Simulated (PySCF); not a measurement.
O2BH, in a box:

```
O B H
1.0
    12.00000    0.00000    0.00000
     0.00000   10.00000    0.00000
     0.00000    0.00000   11.00000
O B H
2 1 1
Direct
  0.38786 0.54595 0.55828
  0.58551 0.46340 0.52920
  0.48213 0.50680 0.54193
  0.61431 0.45825 0.44790
```

Base run:

- Program: PySCF 2.14.0
- Functional: PBE
- Potentials or basis: 6-31g* (all-electron)
- k mesh: 1 × 1 × 1
- Occupations: fixed
- Spin: no spin polarisation

Its results: gap between the frontier levels 7.08 eV.

Task: After a change of settings the same cell gave: gap between the frontier levels 7.22 eV. Which change was it?
A. functional from PBE to PBE50
B. functional from PBE to OLYP; dispersion from none to D3
C. functional from PBE to AM05

Result: C.

Caveats: this is a molecule in a periodic box at the Γ point, so its band gap is the HOMO-LUMO gap; the basis of atomic orbitals isn't converged, which shifts pressures, moduli and gaps.
